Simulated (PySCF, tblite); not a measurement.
# CH5F3P4Si: geometry, infrared bands and NMR shifts

Wanted: the infrared bands and NMR shifts of CH5F3P4Si (`FC(F)(F)P1PP([SiH3])P1`), by calculation.

Computed with tblite 0.8.0 and PySCF 2.14.0, with density-fitted response routines of our own, on a single molecule in the gas phase. Atoms are numbered from 0 throughout.

### 1 Starting geometry

14 atoms, charge 0, multiplicity 1; geometry from: force field or distance geometry start.

Bonds of the start (Å): F0–C1 1.37, C1–F2 1.37, C1–F3 1.38, C1–P4 1.85, P4–P5 2.20, P5–P6 2.20, P6–Si7 2.19, P6–P8 2.21, P8–P4 2.18, P5–H9 1.47, Si7–H10 1.46, Si7–H11 1.46, Si7–H12 1.48, P8–H13 1.45.

### 2 Optimising the geometry with GFN2-xTB

Job settings and geometry (Å):

```
{"job": {"kind": "relax", "xc": "GFN2-xTB", "basis": "xTB"}, "charge": 0, "multiplicity": 1}
F     -3.499200    -0.417300    -1.591600
C     -2.697500     0.188000    -0.655600
F     -1.958600     1.165200    -1.258000
F     -3.501800     0.701100     0.345800
P     -1.588800    -1.092500     0.088400
P     -0.393100    -0.428300     1.817100
P      1.505500    -0.906100     0.809200
Si     2.774000     0.796700     0.266900
P      0.293100    -1.492000    -0.945700
H     -0.668800    -1.370900     2.910700
H      4.151900     0.520500     0.667300
H      2.301500     2.068100     0.814700
H      2.786100     0.885300    -1.206100
H      0.495100    -0.618200    -2.085300
```

Run with:

```
> OMP_NUM_THREADS=1 python probes_run.py task.json out
```

One launch serves the whole session: the jobs run in the order shown.

**Question.** This job is followed by: GFN2-xTB harmonic vibrations, gas phase; GIAO PBE0/pcSseg-1 NMR shielding, non-relativistic, gas phase. Predict these results of the whole session: strongest single infrared mode (GFN2-xTB); zero-point energy (GFN2-xTB); ¹³C shifts against TMS (PBE0/pcSseg-1); ¹H shifts against TMS (PBE0/pcSseg-1, means over atoms taken as alike); ¹⁹F shifts against CFCl3 (PBE0/pcSseg-1, means over atoms taken as alike); ³¹P shifts against H3PO4 (PBE0/pcSseg-1, means over atoms taken as alike); ²⁹Si shifts against TMS (PBE0/pcSseg-1).

The runs gave:

```
                                                                 quantity                       value
                                strongest single infrared mode (GFN2-xTB)        735 cm⁻¹, 417 km/mol
                                             zero-point energy (GFN2-xTB)               37.3 kcal/mol
                                   ¹³C shifts against TMS (PBE0/pcSseg-1)                   141.5 ppm
   ¹H shifts against TMS (PBE0/pcSseg-1, means over atoms taken as alike)              5.13, 4.40 ppm
¹⁹F shifts against CFCl3 (PBE0/pcSseg-1, means over atoms taken as alike)                   -73.9 ppm
³¹P shifts against H3PO4 (PBE0/pcSseg-1, means over atoms taken as alike)  -102.5, -144.6, -269.7 ppm
                                  ²⁹Si shifts against TMS (PBE0/pcSseg-1)                   -55.0 ppm
```

In words: Relaxing lowered the energy by 1.523 eV in 125 steps; the close pair that moved most is P6–Si7, from 2.192 to 2.266 Å. No mode is imaginary among the 36: a minimum at this level. GFN2-xTB is a fitted tight-binding method: band positions and strengths are rough. Its intensities can rank the bands wrongly. At PBE0/pcSseg-1: Shielding is most anisotropic at P6 (span 240 ppm, paramagnetic term -379 ppm).
